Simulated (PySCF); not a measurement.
# A diatomic session: BiS

What are the lowest state that PBE0 finds, the bond length, vibrational wavenumber and bond energy of BiS, and how much do these hang on the method?

Method: Bi def2-SVP with ECP60, S def2-SVP, scalar-relativistic core potentials; program: PySCF 2.14.0.

**1. Set-up**

The job is set up so:

| Quantity | Value |
| --- | --- |
| atoms | Bi, S |
| charge | 0 |
| basis | Bi def2-SVP with ECP60, S def2-SVP |
| Hamiltonian | scalar-relativistic core potentials |
| basis functions | 44 |
| electrons treated | 39 |
| masses in u | 208.9804, 31.9721 |
| levels | PBE0, PBE, r²SCAN, r²SCANh, M06-2X, BP86, LC-ωPBE, HF, MP2, SCS-MP2, CCSD, CCSD(T) |
| grid | 80 radial by 434 angular points |
| occupations | held fixed by the projection of orbital angular momentum |
| dissociation limit | Bi + S, each in its ground configuration |
| starting distance in angstrom | 2.445 |
| values of 2S to try | 1, 3, 5 |

Command:

```sh
$ OMP_NUM_THREADS=1 python dia.py task.json out
```

After this run come: The PBE0 curve of the state that the search chose; Other states along the same grid; PBE; r²SCAN (meta-GGA); r²SCANh; M06-2X (hybrid meta-GGA); BP86; LC-ωPBE (range-separated hybrid); UHF (mean field); Adding correlation.

**Question.** What will these runs give? Wanted: for each run, Re; ωe; De; μ.

The runs gave:

Lowest PBE0 solution found, without spin–orbit coupling: ²Π (doublet), unpaired electrons π ↑. State 2 has its PBE0 minimum 1.12 eV higher. State 3 has its PBE0 minimum 1.48 eV higher, as a spin-mixed determinant (⟨S²⟩ = 1.76), so this is no gap between pure states. The other levels ran on the lowest alone.

| level | Re (Å) | ωe (cm⁻¹) | De (eV) | μ (D) |
| --- | --- | --- | --- | --- |
| UHF-CCSD | 2.344 | 427 | 1.98 | n/a |
| PBE | 2.354 | 422 | 3.52 | -2.87 |
| BP86 | 2.357 | 420 | 3.53 | -2.81 |
| r²SCAN | 2.336 | 436 | 3.04 | -3.16 |
| PBE0 | 2.321 | 445 | 2.97 | -3.19 |

De is counted to Bi + S in their ground configurations. A positive dipole means Bi(−)S(+). No constants: UHF (the points don't follow one smooth fit); UHF-MP2 (the points don't follow one smooth fit); UHF-SCS-MP2 (the points don't follow one smooth fit); UHF-CCSD(T) (the points don't follow one smooth fit); r²SCANh (the points don't follow one smooth fit); M06-2X (the points don't follow one smooth fit); LC-ωPBE (the points don't follow one smooth fit).

The methods spread over 0.037 Å in bond length, from PBE0 to BP86. Among the levels with a De in the table, it runs from 1.98 eV (UHF-CCSD) to 3.53 eV (BP86).

Correlated steps freeze 9 core orbitals. These are scalar-relativistic numbers at best; spin–orbit coupling would shift them, the dissociation energy most. T1 is 0.031 near the minimum (highest on the curve 0.091), which may point to more than one leading configuration. At some levels the lowest empty orbital lies below the highest filled one (the two can be of opposite spin). With spin–orbit coupling the term label itself may not hold.
